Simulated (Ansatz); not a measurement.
# Ir6Cl in Ansatz: notebook

The runs below take Ir6Cl through single point, with PBE.

Everything below comes from runs of Ansatz 0.2.0. Logs are shortened: lines on timing, memory, paths and dates and some standing lists are left out, and cuts for length are marked.

**1. The cell of the first run**

The cell holds a slab with vacuum, 14 atoms: a = 5.430 Å, b = 5.430 Å, c = 23.161 Å, α = 90.00°, β = 90.00°, γ = 120.00°.

**2. Single point, PBE**

input.yaml

```yaml
crystal:
  lattice:
    - [5.4297315514, 0.0, 0.0]
    - [-2.7148657757, 4.7022854592, 0.0]
    - [0.0, 0.0, 23.1609572471]
  atoms:
    - { symbol: Ir, position: [0.3333333333, 0.1666666667, 0.3454088669] }
    - { symbol: Ir, position: [0.3333333333, 0.6666666667, 0.3454088669] }
    - { symbol: Ir, position: [0.8333333333, 0.1666666667, 0.3454088669] }
    - { symbol: Ir, position: [0.8333333333, 0.6666666667, 0.3454088669] }
    - { symbol: Ir, position: [0.6666666667, 0.3333333333, 0.4411164234] }
    - { symbol: Ir, position: [0.6666666667, 0.8333333333, 0.4411164234] }
    - { symbol: Ir, position: [0.1666666667, 0.3333333333, 0.4411164234] }
    - { symbol: Ir, position: [0.1666666667, 0.8333333333, 0.4411164234] }
    - { symbol: Ir, position: [0.0, 0.5, 0.5368239799] }
    - { symbol: Ir, position: [0.0, 0.0, 0.5368239799] }
    - { symbol: Ir, position: [0.5, 0.5, 0.5368239799] }
    - { symbol: Ir, position: [0.5, 0.0, 0.5368239799] }
    - { symbol: Cl, position: [0.25, 0.5, 0.6542629946] }
    - { symbol: Cl, position: [0.6035388293, 0.830798583, 0.6856779311] }
hamiltonian:
  xc: pbe
  pseudopotentials: { kind: nc, accuracy: stringent }
kpoints:
  mp_grid: { grid: [6, 6, 1] }
scf:
  occupations: { method: fermi_dirac, width: 0.05 }
output:
  forces: true
  eigenvalues: true
efield:
  axis: 3
  dipole_correction: true
  ramp_width: 0.04
```

Potentials or basis: PseudoDojo stringent (PBE files).

Launch:

```console
$ ansatz run input.yaml --threads 4 --pin off --max-ram 11264MiB --backend cpu --events-out ev --progress --plain --runs-dir out
```

Output:

```text
Warning: The stringent table, which hamiltonian.pseudopotentials names, holds the potential of the library's standard table for Ir, Cl (one content_sha256, or a second file that the publisher made of the same generator input, which states another). The run takes no other species from the library, so that hamiltonian.pseudopotentials.accuracy: standard would change no potential of it. The deck needs no change, but a comparison with a run at hamiltonian.pseudopotentials.accuracy: standard does not test the potential of Ir, Cl. With hamiltonian.pseudopotentials.accuracy and source left out a run reads another potential of Ir, from this project's own files. To test it, run on another potential, such as that of hamiltonian.pseudopotentials: {kind: paw}
Warning: RAYON_NUM_THREADS=4 ignored (pool sized by the plan → 4); use --threads N
Engine: ansatz 0.2.0, aarch64-unknown-linux-gnu
Pseudopotentials: kind: nc
Pseudopotential: Ir, nc, valence charge 17, recommended cutoff 925.187132 eV (normal), Ir.nc.azcp (PseudoDojo's, or run here from an input of PseudoDojo's; its table is named by hamiltonian.pseudopotentials.accuracy)
Pseudopotential: Cl, nc, valence charge 7, recommended cutoff 789.130201 eV (normal), Cl.nc.azcp (PseudoDojo's, or run here from an input of PseudoDojo's; its table is named by hamiltonian.pseudopotentials.accuracy)
Functional definition: PBE
  parameter kappa = 0.804
  parameter beta = 0.06672455060314922
  exchange = pbe_x(kappa = kappa, mu = beta*pi^2/3)
  correlation = pbe_c(beta = beta)
Crystal: 14 atoms, lattice volume = 591.349 Å³
Basis set: ecut = 925.187132 eV, 37957 PW (Γ), exchange–correlation on 108×108×480 points (8 copies of the dense FFT grid, shifted against one another)
Bands: 131, of which v1, the nominal top of the filled ones, is band 109 counted from 1 (108 counted from 0)
Symmetry: 1 space group operations
Space group: P1 (ITA 1), of the structure as read, at distance tolerance 8.4e-5 Å
k-points: 20 of 36 (time reversal used)
Non-local potential: Ir, projectors of the file, l = 0: 2, l = 1: 2, l = 2: 2, l = 3: 2
Non-local potential: Cl, projectors of the file, l = 0: 2, l = 1: 2, l = 2: 2
Initial density: superposition of atomic densities (neutral atoms: chi_scale 0, normalization atom)
[... 17 lines left out ...]
Internal energy: -38488.524215 eV  (E = F + TS)
E sigma→0 (E₀):  -38488.594636 eV
Entropy (-TS):   -0.140841 eV (-10.060 meV/atom)
Fermi energy:    4.401600 eV
Dipole field:    D = 0.007022 V/Å  (p = 0.022947 e·Å, saw-weighted, corrected)
Work function:   Φ+ = 5.2229 eV   Φ− = 5.3855 eV
Levels:          The Fermi level and band energies are counted from a zero that moves with the ramp; work functions are not
--- Per-component energies (eV) ---
  E_band       = -5327.166657
  E_kinetic    = 10779.672900
  E_local      = -317364.671040  (includes V_loc(G=0)·N_el)
  E_nonlocal   = 2044.592629
  E_hartree    = 152247.579929
  E_xc         = -7367.552108
  E_vxc        = -5284.049096  (∫ρ·V_xc dr)
  E_efield     = 0.000081  (sawtooth field / dipole correction)
  E_vefield    = 2.117792  (∫n·V_field dr)
  E_ewald      = 121171.853395
  E_smearing   = -0.140841  (= −TS)
  E_closure    = 0.000000  (closes the sum)
  Σ components = -38488.665057   (vs F -38488.665057, Δ=0.00e0)
--- Forces (eV/Å), atoms counted from 1 ---
  atom   1  Ir     0.02397074     0.03973602     0.38696667
  atom   2  Ir    -0.01319186    -0.02095322     0.41264850
  atom   3  Ir    -0.03593447     0.01960657     0.40949163
  atom   4  Ir     0.04168472    -0.00042968     0.44595769
  atom   5  Ir     0.00594970     0.04682608     0.05719938
  atom   6  Ir     0.01787528    -0.00596480    -0.05605995
  atom   7  Ir    -0.03329557    -0.03763245    -0.12665713
  atom   8  Ir     0.02011631     0.03259164     0.05448820
  atom   9  Ir    -0.08988598    -0.01996488    -0.27733433
  atom  10  Ir     0.00644423    -0.06527851    -0.43711904
  atom  11  Ir     0.07328704    -0.05802741    -0.52311090
  atom  12  Ir    -0.04860549     0.10890551    -0.62617495
  atom  13  Cl    -0.57729161    -1.11756400    -0.52018145
  atom  14  Cl     0.60887269     1.07814078     0.79988548
  max |Σ_I F_I| component: 8.36e-6 eV/Å
--- Band table (eV; the first three rows and the last of 20) ---
  k-point 0: bands = ["-88.7060", "-88.6533", "-88.6296", "-88.6261", "-88.1190", "-88.1128", "-88.0903", "-88.0753", "-88.0674", "-88.0627", "-88.0499", "-88.0312", "-45.7909", "-45.7859", "-45.7685", "-45.6202", "-45.5331", "-45.5022", "-45.4985", "-45.3224", "-45.3188", "-45.3027", "-45.2092", "-45.2062", "-45.2029", "-45.1632", "-45.1619", "-45.1353", "-45.1292", "-45.1257", "-44.8497", "-44.7947", "-44.7728", "-44.7718", "-44.7596", "-44.7582", "-44.7533", "-44.7520", "-44.7487", "-44.7394", "-44.7334", "-44.7283", "-44.7053", "-44.6951", "-44.6155", "-44.6138", "-44.6107", "-44.6063", "-14.1646", "-9.9064", "-5.7079", "-3.7469", "-3.3393", "-3.0031", "-2.9960", "-2.9957", "-2.8482", "-2.6624", "-2.6487", "-2.6129", "-2.1328", "-2.1126", "-2.1073", "-1.8233", "-1.8174", "-1.8065", "-0.9966", "-0.6205", "-0.2641", "-0.2413", "-0.1810", "0.3388", "0.3462", "0.3608", "0.5449", "0.6865", "0.6868", "0.9314", "1.2094", "1.2098", "1.2439", "1.2468", "1.2503", "1.5264", "1.5366", "1.5731", "1.6601", "1.7897", "1.9687", "2.1309", "3.1897", "3.2014", "3.2293", "3.2380", "3.2423", "3.2649", "3.3381", "3.3391", "3.5522", "4.1248", "4.1265", "4.6076", "4.7237", "4.7330", "4.8707", "4.8726", "4.8774", "4.9306", "5.0729", "5.0739", "5.2762", "5.3981", "5.4101", "5.4114", "5.4221", "5.4484", "5.8871", "5.9743", "5.9789", "5.9830", "6.0407", "6.0443", "6.0470", "7.5329", "7.5536", "7.5778", "7.8619", "7.8716", "7.8984", "8.9543", "9.5730"]
  k-point 1: bands = ["-88.7045", "-88.6530", "-88.6299", "-88.6276", "-88.1174", "-88.1101", "-88.0903", "-88.0762", "-88.0687", "-88.0632", "-88.0514", "-88.0313", "-45.7685", "-45.7569", "-45.7368", "-45.6119", "-45.5301", "-45.4968", "-45.4955", "-45.3451", "-45.3362", "-45.3031", "-45.2070", "-45.1851", "-45.1816", "-45.1732", "-45.1683", "-45.1193", "-45.1119", "-45.1049", "-44.8411", "-44.7949", "-44.7932", "-44.7814", "-44.7752", "-44.7722", "-44.7601", "-44.7490", "-44.7464", "-44.7414", "-44.7379", "-44.7284", "-44.7081", "-44.6956", "-44.6535", "-44.6498", "-44.6239", "-44.6156", "-14.1564", "-9.9382", "-5.4402", "-3.4856", "-3.0792", "-2.9693", "-2.7948", "-2.7704", "-2.7260", "-2.5410", "-2.4808", "-2.4529", "-2.0451", "-1.9915", "-1.9800", "-1.6940", "-1.5513", "-1.5418", "-0.9900", "-0.6277", "-0.2491", "-0.2059", "-0.1515", "0.3591", "0.4462", "0.4620", "0.4792", "0.5372", "0.6885", "0.8973", "0.9375", "0.9483", "1.2910", "1.3122", "1.3680", "1.4092", "1.4419", "1.6453", "1.7170", "1.7580", "1.8824", "2.0527", "2.7550", "2.7864", "2.8825", "2.9499", "3.1854", "3.2142", "3.2264", "3.2471", "3.2955", "3.8094", "3.9885", "4.0373", "4.1328", "4.1809", "4.5525", "4.5825", "4.6672", "4.7235", "4.7631", "4.7649", "4.8412", "4.9501", "4.9841", "5.0820", "5.1141", "5.4917", "5.5697", "5.5911", "5.5969", "5.6706", "5.7000", "6.4910", "6.8314", "6.8729", "7.6469", "7.6690", "8.2456", "8.8673", "8.8943", "9.1439", "9.7760"]
  k-point 2: bands = ["-88.7014", "-88.6522", "-88.6324", "-88.6290", "-88.1138", "-88.1029", "-88.0903", "-88.0807", "-88.0710", "-88.0637", "-88.0548", "-88.0316", "-45.7167", "-45.6968", "-45.6339", "-45.5914", "-45.5286", "-45.4924", "-45.4860", "-45.4071", "-45.3913", "-45.3242", "-45.2785", "-45.2004", "-45.1339", "-45.1269", "-45.0815", "-45.0719", "-45.0625", "-45.0261", "-44.8525", "-44.8350", "-44.8308", "-44.8247", "-44.8083", "-44.7854", "-44.7794", "-44.7632", "-44.7569", "-44.7450", "-44.7377", "-44.7310", "-44.7225", "-44.7144", "-44.7060", "-44.6965", "-44.6502", "-44.6406", "-14.1398", "-10.0011", "-4.7059", "-3.1020", "-2.8619", "-2.5470", "-2.3622", "-2.2963", "-2.1872", "-2.1815", "-2.0719", "-2.0493", "-1.8507", "-1.5913", "-1.5839", "-1.3518", "-1.0196", "-0.8567", "-0.8153", "-0.6380", "-0.2748", "-0.2597", "-0.2045", "-0.0381", "0.1121", "0.2996", "0.3092", "0.5420", "0.5702", "0.8309", "0.8392", "1.0863", "1.1504", "1.3084", "1.3854", "1.3983", "1.4630", "1.4953", "1.7058", "1.7218", "1.8140", "2.0847", "2.1377", "2.1863", "2.3057", "2.3968", "2.4192", "2.4694", "2.5339", "2.7703", "2.8063", "2.8364", "3.1250", "3.1482", "3.6189", "3.6701", "3.6827", "3.7200", "4.0947", "4.1242", "4.1324", "4.1571", "4.4798", "4.5040", "4.6451", "4.7057", "4.7963", "5.0956", "5.1380", "5.2241", "5.4423", "5.4717", "5.8414", "7.3871", "7.4176", "7.4510", "7.9454", "8.0822", "8.1884", "9.5913", "9.7235", "9.7857", "10.3682"]
  k-point 19: bands = ["-88.6998", "-88.6510", "-88.6363", "-88.6280", "-88.1032", "-88.1029", "-88.0967", "-88.0859", "-88.0722", "-88.0636", "-88.0483", "-88.0361", "-45.6781", "-45.6573", "-45.5773", "-45.5322", "-45.5099", "-45.4954", "-45.4789", "-45.4707", "-45.4381", "-45.4268", "-45.2477", "-45.2290", "-45.0982", "-45.0963", "-45.0522", "-45.0473", "-44.9180", "-44.9172", "-44.9050", "-44.8990", "-44.8710", "-44.8675", "-44.8581", "-44.8537", "-44.8049", "-44.7936", "-44.7593", "-44.7461", "-44.7428", "-44.7314", "-44.7073", "-44.7001", "-44.6904", "-44.6859", "-44.6811", "-44.6778", "-14.1581", "-9.9127", "-3.7623", "-3.7570", "-2.8749", "-2.2261", "-2.2187", "-1.8053", "-1.7983", "-1.7849", "-1.7825", "-1.7704", "-1.7666", "-1.1849", "-1.1566", "-1.0523", "-0.8549", "-0.7438", "-0.7228", "-0.6064", "-0.6029", "-0.2891", "-0.2792", "-0.2235", "-0.1947", "0.1600", "0.1615", "0.6168", "0.6307", "0.9659", "1.0370", "1.0374", "1.0867", "1.1009", "1.1572", "1.3836", "1.4279", "1.4848", "1.4969", "1.5033", "1.5136", "1.6497", "1.6745", "1.6884", "1.6899", "2.0887", "2.1490", "2.4311", "2.4427", "2.6944", "2.7239", "2.8005", "2.8953", "3.0351", "3.0671", "3.3628", "3.3655", "3.5456", "3.5569", "3.8667", "3.9319", "3.9609", "4.0875", "4.1008", "4.1381", "4.7205", "4.8237", "5.1379", "5.1506", "5.4302", "5.4800", "5.6025", "6.5218", "6.7125", "7.5703", "7.5740", "8.2541", "8.3002", "9.3102", "9.5120", "9.9006", "10.0508", "10.3042"]
```

It took 3 min on 4 threads of Arm Neoverse V1, shared host; peak memory 5.6 GiB.

What came out:

```
Free energy                     : -38488.6651 eV
Largest force                   : 1.474 eV/Å
Band gap on the k mesh          : none (metal or under the smearing width)
Work function of the upper face : 5.22 eV
Work function of the lower face : 5.39 eV
Dipole across the slab          : 0.023 e·Å
```

Forces on the atoms (eV/Å):
```
Ir   0.024  0.040  0.387
Ir  -0.013 -0.021  0.413
Ir  -0.036  0.020  0.409
Ir   0.042  0.000  0.446
Ir   0.006  0.047  0.057
Ir   0.018 -0.006 -0.056
Ir  -0.033 -0.038 -0.127
Ir   0.020  0.033  0.054
Ir  -0.090 -0.020 -0.277
Ir   0.006 -0.065 -0.437
Ir   0.073 -0.058 -0.523
Ir  -0.049  0.109 -0.626
Cl  -0.577 -1.118 -0.520
Cl   0.609  1.078  0.800
```

Levels at points of the mesh, in eV from the Fermi level:
| k point | band 108 | band 109 | band 110 | band 111 | band 112 | band 113 |
| --- | --- | --- | --- | --- | --- | --- |
| (0.00, 0.00, 0.00) | 0.53 | 0.67 | 0.67 | 0.87 | 1.00 | 1.01 |
| (0.00, -0.50, 0.00) | -0.52 | -0.50 | -0.45 | -0.32 | -0.29 | -0.27 |
| (-0.50, 0.00, 0.00) | -0.55 | -0.49 | -0.46 | -0.32 | -0.31 | -0.29 |
| (-0.50, -0.50, 0.00) | -0.53 | -0.47 | -0.44 | -0.31 | -0.30 | -0.26 |

**3. Single point, PBE**

Edit input.yaml of step 2 so:

```diff
@@ -22,3 +22,3 @@
   xc: pbe
-  pseudopotentials: { kind: nc, accuracy: stringent }
+  pseudopotentials: { kind: paw, source: ansatz }
 kpoints:
```

Potentials or basis: Ansatz PAW earlier set.

Launch:

```console
$ ansatz run input.yaml --threads 4 --pin off --max-ram 11264MiB --backend cpu --events-out ev --progress --plain --runs-dir out
```

Run time: 4.8 min. Hardware: 4 threads of Arm Neoverse V1, shared host; peak memory 6.4 GiB.

Results (log left out):

```
Free energy                     : -260451.7756 eV
Largest force                   : 1.488 eV/Å
Band gap on the k mesh          : none (metal or under the smearing width)
Work function of the upper face : 5.22 eV
Work function of the lower face : 5.38 eV
Dipole across the slab          : 0.023 e·Å
```

Forces on the atoms (eV/Å):
```
Ir   0.024  0.040  0.355
Ir  -0.013 -0.021  0.380
Ir  -0.037  0.019  0.378
Ir   0.042 -0.001  0.414
Ir   0.006  0.047  0.057
Ir   0.018 -0.006 -0.057
Ir  -0.034 -0.038 -0.128
Ir   0.020  0.033  0.054
Ir  -0.091 -0.020 -0.248
Ir   0.007 -0.065 -0.405
Ir   0.074 -0.058 -0.494
Ir  -0.049  0.109 -0.594
Cl  -0.585 -1.128 -0.518
Cl   0.616  1.089  0.806
```

Levels at points of the mesh, in eV from the Fermi level:
| k point | band 192 | band 193 | band 194 | band 195 | band 196 | band 197 |
| --- | --- | --- | --- | --- | --- | --- |
| (0.00, 0.00, 0.00) | 0.53 | 0.67 | 0.67 | 0.88 | 1.01 | 1.01 |
| (0.00, -0.50, 0.00) | -0.52 | -0.50 | -0.45 | -0.32 | -0.30 | -0.27 |
| (-0.50, 0.00, 0.00) | -0.55 | -0.49 | -0.46 | -0.32 | -0.31 | -0.29 |
| (-0.50, -0.50, 0.00) | -0.54 | -0.47 | -0.44 | -0.32 | -0.30 | -0.26 |

The run has no spin-orbit coupling, so splittings on Ir are missing.
